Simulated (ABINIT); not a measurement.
# BiTe (R-3m) in ABINIT: further runs

One crystal, BiTe, is run at these levels: PBE, LDA, PBEsol, RPBE, AM05; tasks: relaxation of cell and atoms.

Program: ABINIT 10.8.3 (patched build). These are calculated values, not measurements. Logs are shortened: lines on timing, memory, paths and dates and some standing lists are left out, and cuts for length are marked. The log counts tension as positive stress, the text compression.

## 1. The crystal as given

It takes space group R-3m (No. 166, trigonal). The conventional cell has a = 4.845 Å, b = 4.845 Å, c = 9.952 Å, α = 90.00°, β = 90.00°, γ = 120.00°. Bi (site symmetry -3m) has 6 Te at 3.25 Å as nearest neighbours. Te (site symmetry -3m) has 6 Bi at 3.25 Å as nearest neighbours.

The cell comes from a database or a generator and needn't be the stable form of this composition.

## 2. Relaxation of cell and atoms, PBE

Input file run.abi:

```
# Pseudopotentials
pp_dirpath "./"
pseudos "Bi.GGA_PBE-JTH.xml, Te.GGA_PBE-JTH.xml"

# Structure
acell 3*1.0
rprim
     4.5782541706     2.6432562778     6.2687732694
    -4.5782541706     2.6432562778     6.2687732694
     0.0000000000    -5.2865125556     6.2687732694
ntypat 2
znucl 83 52
natom 2
typat 1 2
xred
     0.5000000000     0.5000000000     0.5000000000
     0.0000000000     0.0000000000     0.0000000000
chkprim 0
chksymtnons 0
tolsym 1.0e-6

# Plane-wave basis
ecut 26.0
pawecutdg 48.0
pawxcdev 0

# k points
kptopt 1
ngkpt 5 5 5
nshiftk 1
shiftk 0.0 0.0 0.0

# Exchange and correlation
ixc 11

# Bands and occupations
nband 15
occopt 3
tsmear 0.05 eV

# SCF cycle
nstep 100
tolvrs 1.0e-9

# Output
iomode 3
prtwf 0
prtden 0
prteig 0
prtebands 0
enunit 1

# Relaxation
ionmov 22
ntime 60
tolmxf 5.0e-5
optcell 2
dilatmx 1.08
ecutsm 0.5
```

Potentials or basis: JTH PAW PBE v2.0.

Run with:

```sh
> abinit run.abi > log 2>&1
```

run.abo:

```text
.Version 10.8.3 of ABINIT
 Symmetries : space group R-3 m (#166); Bravais hR (rhombohedral)
================================================================================
 Values of the parameters that define the memory need of the present run
     intxc =       0    ionmov =      22      iscf =      17    lmnmax =      18
     lnmax =       6     mgfft =      45  mpssoang =       3    mqgrid =    3001
     natom =       2  nloc_mem =       2    nspden =       1   nspinor =       1
    nsppol =       1      nsym =      12    n1xccc =       1    ntypat =       2
    occopt =       3   xclevel =       2
       mpw =        3652          nfft =       91125          nkpt =          19
 PAW method is used; the additional fine FFT grid is defined by:
   mgfftf=        60    nfftf =    216000
================================================================================
================================================================================

--------------------------------------------------------------------------------
------------- Echo of variables that govern the present computation ------------
--------------------------------------------------------------------------------
 -outvars: echo values of preprocessed input variables --------
            acell      1.0000000000E+00  1.0000000000E+00  1.0000000000E+00 Bohr
              amu      2.08980370E+02  1.27600000E+02
          chkprim           0
      chksymtnons           0
          dilatmx      1.08000000E+00
             ecut      2.60000000E+01 Hartree
           ecutsm      5.00000000E-01 Hartree
           enunit           1
           ionmov          22
              ixc          11
         kptrlatt        5    0    0      0    5    0      0    0    5
          kptrlen      4.10014431E+01
            natom           2
            nband          15
            ngfft          45      45      45
          ngfftdg          60      60      60
             nkpt          19
            nstep         100
             nsym          12
            ntime          60
           ntypat           2
           occopt           3
          optcell           2
        pawecutdg      4.80000000E+01 Hartree
         pawxcdev           0
           prtden           0
        prtebands           0
           prteig           0
            prtwf           0
            rprim      4.5782541706E+00  2.6432562778E+00  6.2687732694E+00
                      -4.5782541706E+00  2.6432562778E+00  6.2687732694E+00
                       0.0000000000E+00 -5.2865125556E+00  6.2687732694E+00
          spgroup         166
           tolsym      1.00000000E-06
           tolvrs      1.00000000E-09
           tsmear      1.83746611E-03 Hartree
            typat      1  2
           useylm           1
           xangst      1.0051459183E-16 -7.9709334504E-17  4.9759379284E+00
                       0.0000000000E+00  0.0000000000E+00  0.0000000000E+00
            xcart      1.8994505021E-16 -1.5062881189E-16  9.4031599041E+00
                       0.0000000000E+00  0.0000000000E+00  0.0000000000E+00
             xred      5.0000000000E-01  5.0000000000E-01  5.0000000000E-01
                       0.0000000000E+00  0.0000000000E+00  0.0000000000E+00
            znucl       83.00000   52.00000

================================================================================

 chkinp: Checking input parameters for consistency.

================================================================================
== DATASET  1 ==================================================================

--- !DatasetInfo
iteration_state: {dtset: 1, }
dimensions: {natom: 2, nkpt: 19, mband: 15, nsppol: 1, nspinor: 1, nspden: 1, mpw: 3652, }
cutoff_energies: {ecut:  26.0, pawecutdg:  48.0, }
electrons: {nelect:   2.10000000E+01, charge:   0.00000000E+00, occopt:   3.00000000E+00, tsmear:   1.83746611E-03, }
meta: {optdriver: 0, ionmov: 22, optcell: 2, iscf: 17, paral_kgb: 0, }
...

 Exchange-correlation functional for the present dataset will be:
  GGA: Perdew-Burke-Ernzerhof functional - ixc=11
  J.P.Perdew, K.Burke, M.Ernzerhof, PRL 77, 3865 (1996)

 Real(R)+Recip(G) space primitive vectors, cartesian coordinates (Bohr,Bohr^-1):
 R(1)=  4.5782542  2.6432563  6.2687733  G(1)=  0.1092119  0.0630535  0.0531736
 R(2)= -4.5782542  2.6432563  6.2687733  G(2)= -0.1092119  0.0630535  0.0531736
 R(3)=  0.0000000 -5.2865126  6.2687733  G(3)=  0.0000000 -0.1261071  0.0531736
 Unit cell volume ucvol=  4.5516932E+02 bohr^3
 Angles (23,13,12)=  6.78771820E+01  6.78771820E+01  6.78771820E+01 degrees

 Coarse grid specifications (used for wave-functions):

[... 213 lines left out ...]
 -4.57744992645346E+00  2.64279194722550E+00  6.26800850304215E+00
  0.00000000000000E+00 -5.28558389445100E+00  6.26800850304215E+00
 Unitary Cell Volume (ucvol) [Bohr^3]=  4.54953912610548E+02
 Angles (23,13,12)= [degrees]
  6.78747630021780E+01  6.78747630021780E+01  6.78747630024283E+01
 Lengths [Bohr]
  8.19910529873335E+00  8.19910529873335E+00  8.19910529871940E+00
 Stress tensor in cartesian coordinates (strten) [Ha/bohr^3]
  4.97193812767915E-06  0.00000000000000E+00  0.00000000000000E+00
  0.00000000000000E+00  4.97193828082575E-06  0.00000000000000E+00
  0.00000000000000E+00  0.00000000000000E+00  3.49091156471443E-06
 Total energy (etotal) [Ha]= -8.04819155221676E+01

 Difference of energy with previous step (new-old):
           Absolute (Ha)=-1.07500E-06
           Relative     =-1.33571E-08

--- Iteration: ( 3/60) Internal Cycle: (1/1)
--------------------------------------------------------------------------------

---SELF-CONSISTENT-FIELD CONVERGENCE--------------------------------------------
[... 77 lines left out ...]
 Real space primitive translations (rprimd) [bohr]
  4.57293612296380E+00  2.64018590156569E+00  6.26339670760405E+00
 -4.57293612296380E+00  2.64018590156569E+00  6.26339670760405E+00
  0.00000000000000E+00 -5.28037180313139E+00  6.26339670760405E+00
 Unitary Cell Volume (ucvol) [Bohr^3]=  4.53723018499389E+02
 Angles (23,13,12)= [degrees]
  6.78634721893766E+01  6.78634721893766E+01  6.78634721896268E+01
 Lengths [Bohr]
  8.19221976611704E+00  8.19221976611704E+00  8.19221976610310E+00
 Stress tensor in cartesian coordinates (strten) [Ha/bohr^3]
 -2.99919801710971E-07  0.00000000000000E+00  0.00000000000000E+00
  0.00000000000000E+00 -2.99919647790692E-07  0.00000000000000E+00
  0.00000000000000E+00  0.00000000000000E+00 -7.59988663164707E-08
 Total energy (etotal) [Ha]= -8.04819181901567E+01

 Difference of energy with previous step (new-old):
           Absolute (Ha)=-2.66799E-06
           Relative     =-3.31502E-08

 At Broyd/MD step   3, gradients are converged :
  max grad (force/stress) = 2.9992E-05 < tolmxf= 5.0000E-05 ha/bohr (free atoms)

================================================================================

 ----iterations are completed or convergence reached----

 Mean square residual over all n,k,spin=   79.169E-10; max=  22.554E-07
 reduced coordinates (array xred) for    2 atoms
       0.500000000000      0.500000000000      0.500000000000
       0.000000000000      0.000000000000      0.000000000000
 rms dE/dt=  0.0000E+00; max dE/dt=  0.0000E+00; dE/dt below (all hartree)
    1       0.000000000000      0.000000000000      0.000000000000
    2       0.000000000000      0.000000000000      0.000000000000

 cartesian coordinates (angstrom) at end:
    1      0.00000000000000    -0.00000000000000     4.97167019739058
    2      0.00000000000000     0.00000000000000     0.00000000000000

 cartesian forces (hartree/bohr) at end:
    1     -0.00000000000000    -0.00000000000000    -0.00000000000000
    2     -0.00000000000000    -0.00000000000000    -0.00000000000000
 frms,max,avg= 0.0000000E+00 0.0000000E+00   0.000E+00  0.000E+00  0.000E+00 h/b

 cartesian forces (eV/Angstrom) at end:
    1     -0.00000000000000    -0.00000000000000    -0.00000000000000
    2     -0.00000000000000    -0.00000000000000    -0.00000000000000
 frms,max,avg= 0.0000000E+00 0.0000000E+00   0.000E+00  0.000E+00  0.000E+00 e/A
 length scales=  8.192219766117  8.192219766117  8.192219766103 bohr
              =  4.335136003997  4.335136003997  4.335136003990 angstroms
 Fermi (or HOMO) energy (eV) =   0.06503   Average Vxc (eV)=  -9.17615
 Eigenvalues (   eV  ) for nkpt=  19  k points:
 kpt#   1, nband= 15, wtk=  0.00800, kpt=  0.0000  0.0000  0.0000 (reduced coord)
 -23.08034  -23.08034  -23.07291  -23.07070  -23.07070  -13.37241   -8.14015   -2.77987
  -2.77987   -1.47164    2.04849    2.71290    2.71290    4.24594    4.24594
 prteigrs : prtvol=0 or 1, do not print more k-points.

--- !EnergyTerms
iteration_state     : {dtset: 1, itime: 3, icycle: 1, }
comment             : Components of total free energy in Hartree
kinetic             :  7.08203046179777E+00
hartree             :  2.25963372469497E+01
xc                  : -6.58363611679303E+00
Ewald energy        : -5.71381291114793E+01
psp_core            :  6.39311623816144E+00
local_psp           : -7.14433171929654E+01
PAW spherical_terms :  1.86121836364340E+01
internal            : -8.04814148378948E+01
'-kT*entropy'       : -4.98344359649025E-04
total_energy        : -8.04819131822544E+01
total_energy_eV     : -2.19002442541784E+03
...

--- !EnergyTermsDC
iteration_state     : {dtset: 1, itime: 3, icycle: 1, }
comment             : '"Double-counting" decomposition of free energy'
band_energy         : -1.07770504319110E+01
Ewald energy        : -5.71381291114793E+01
psp_core            :  6.39311623816144E+00
xc_dc               : -2.33398901652293E+01
PAW spherical_terms :  4.38053362466119E+00
internal            : -8.04814198457970E+01
'-kT*entropy'       : -4.98344359649025E-04
total_energy_dc     : -8.04819181901567E+01
total_energy_dc_eV  : -2.19002456168980E+03
...

--- !EnergyTermsWithPAWCore
iteration_state     : {dtset: 1, itime: 3, icycle: 1, }
comment             : 'Components of total free energy, including PAW core contributions'
Total energy        : -2.83255155168182E+04
Total energy DC     : -2.83255155218261E+04
Total energy (eV)   : -7.70776543344668E+05
Total energy DC (eV): -7.70776543480940E+05
...

 Cartesian components of stress tensor (hartree/bohr^3)
  sigma(1 1)= -2.99919802E-07  sigma(3 2)=  0.00000000E+00
  sigma(2 2)= -2.99919648E-07  sigma(3 1)=  0.00000000E+00
  sigma(3 3)= -7.59988663E-08  sigma(2 1)=  0.00000000E+00

-Cartesian components of stress tensor (GPa)         [Pressure=  6.6279E-03 GPa]
- sigma(1 1)= -8.82394521E-03  sigma(3 2)=  0.00000000E+00
- sigma(2 2)= -8.82394068E-03  sigma(3 1)=  0.00000000E+00
- sigma(3 3)= -2.23596384E-03  sigma(2 1)=  0.00000000E+00

== END DATASET(S) ==============================================================
================================================================================

 -outvars: echo values of variables after computation  --------
            acell      8.1922197661E+00  8.1922197661E+00  8.1922197661E+00 Bohr
           etotal     -8.0481918190E+01
            fcart     -0.0000000000E+00 -0.0000000000E+00 -0.0000000000E+00
                      -0.0000000000E+00 -0.0000000000E+00 -0.0000000000E+00
            rprim      5.5820476666E-01  3.2227967229E-01  7.6455428277E-01
                      -5.5820476666E-01  3.2227967229E-01  7.6455428277E-01
                       0.0000000000E+00 -6.4455934458E-01  7.6455428277E-01
           strten     -2.9991980171E-07 -2.9991964779E-07 -7.5998866316E-08
                       0.0000000000E+00  0.0000000000E+00  0.0000000000E+00
           xangst      1.0067081073E-16 -7.9889720558E-17  4.9716701974E+00
                       0.0000000000E+00  0.0000000000E+00  0.0000000000E+00
             xred      5.0000000000E-01  5.0000000000E-01  5.0000000000E-01
                       0.0000000000E+00  0.0000000000E+00  0.0000000000E+00
 Calculation completed.
```

It took 1.9 min on 1 thread of Arm Neoverse V1, shared host; peak memory 0.19 GiB.

What came out:

```
Free energy                                           : -2190.0246 eV
Relaxed volume                                        : 33.62 Å³/atom
Relaxed cell                                          : a = 4.335 Å, b = 4.335 Å, c = 4.335 Å, α = 67.86°, β = 67.86°, γ = 67.86°
Space group after relaxing (to 0.05 Å)                : R-3m (No. 166)
Energy gained by relaxing                             : 0.1 meV/atom
Ionic steps                                           : 3
Pressure after relaxing                               : 0.0 GPa
Band gap on the k mesh                                : none (metal or under the smearing width)
Valence electrons inside the program's atomic spheres : Bi 12.09; Te 3.07
```

The path:
| step | energy change (eV) | largest force (eV/Å) | pressure (GPa) | volume (Å³) |
| --- | --- | --- | --- | --- |
| 1 | 0.0000 | 0.0000 | -0.15 | 67.45 |
| 2 | 0.0000 | 0.0000 | -0.13 | 67.42 |
| 3 | -0.0001 | 0.0000 | 0.01 | 67.23 |

Final structure:
```
Bi Te
1.0
     2.41989    1.39713    3.31445
    -2.41989    1.39713    3.31445
     0.00000   -2.79425    3.31445
Bi Te
1 1
Direct
  0.50000 0.50000 0.50000
  0.00000 0.00000 0.00000
```

Caveat: spin-orbit coupling is left out, which moves the levels of the heavy elements.

## 3. Relaxation of cell and atoms, LDA

run.abi, as its differences from that of step 2:

```diff
@@ -24,3 +24,2 @@
 pawecutdg 48.0
-pawxcdev 0
 
@@ -33,3 +32,3 @@
 # Exchange and correlation
-ixc 11
+ixc 7
```

Potentials or basis: JTH PAW PBE v2.0.

Run with:

```sh
> abinit run.abi > log 2>&1
```

It took 4.8 min on 1 thread of Arm Neoverse V1, shared host; peak memory 0.17 GiB.

The run converged. Its results:

```yaml
Free_energy: -2198.5011 eV
Relaxed_volume: 31.09 Å³/atom
Relaxed_cell: a = 4.186 Å, b = 4.186 Å, c = 4.186 Å, α = 69.54°, β = 69.54°, γ = 69.54°
Space_group_after_relaxing_to_0.05_Å: R-3m (No. 166)
Energy_gained_by_relaxing: 29.9 meV/atom
Ionic_steps: 8
Pressure_after_relaxing: 0.0 GPa
Band_gap_on_the_k_mesh: none (metal or under the smearing width)
Valence_electrons_inside_the_program's_atomic_spheres: Bi 12.14; Te 3.12
```

The path:
```csv
step,energy change (eV),largest force (eV/Å),pressure (GPa),volume (Å³)
1,0.0000,0.0000,-3.59,67.45
2,-0.0156,0.0000,-3.11,66.71
3,-0.0560,0.0000,0.31,62.41
4,-0.0568,0.0000,-0.03,62.73
5,-0.0576,0.0000,-0.20,62.81
6,-0.0593,0.0000,-0.34,62.62
7,-0.0597,0.0000,-0.11,62.27
8,-0.0598,0.0000,0.01,62.18
```

Final structure:
```yaml
crystal:
  lattice:
    - [2.38706, 1.37817, 3.15029]
    - [-2.38706, 1.37817, 3.15029]
    - [0.00000, -2.75634, 3.15029]
  atoms:
    - { symbol: Bi, position: [0.50000, 0.50000, 0.50000] }
    - { symbol: Te, position: [0.00000, 0.00000, 0.00000] }
```

Levels at points of the mesh, in eV from the Fermi level:
```
           k point  band 6  band 7  band 8  band 9  band 10  band 11  band 12  band 13  band 14  band 15
(0.00, 0.00, 0.00)  -13.99   -8.10   -3.09   -3.09    -1.46     2.13     2.96     2.96     3.99     3.99
```

Caveat: the PAW data sets were made with another functional, which shifts forces and pressure a little; spin-orbit coupling is left out, which moves the levels of the heavy elements.

[end of part 1 of 2]
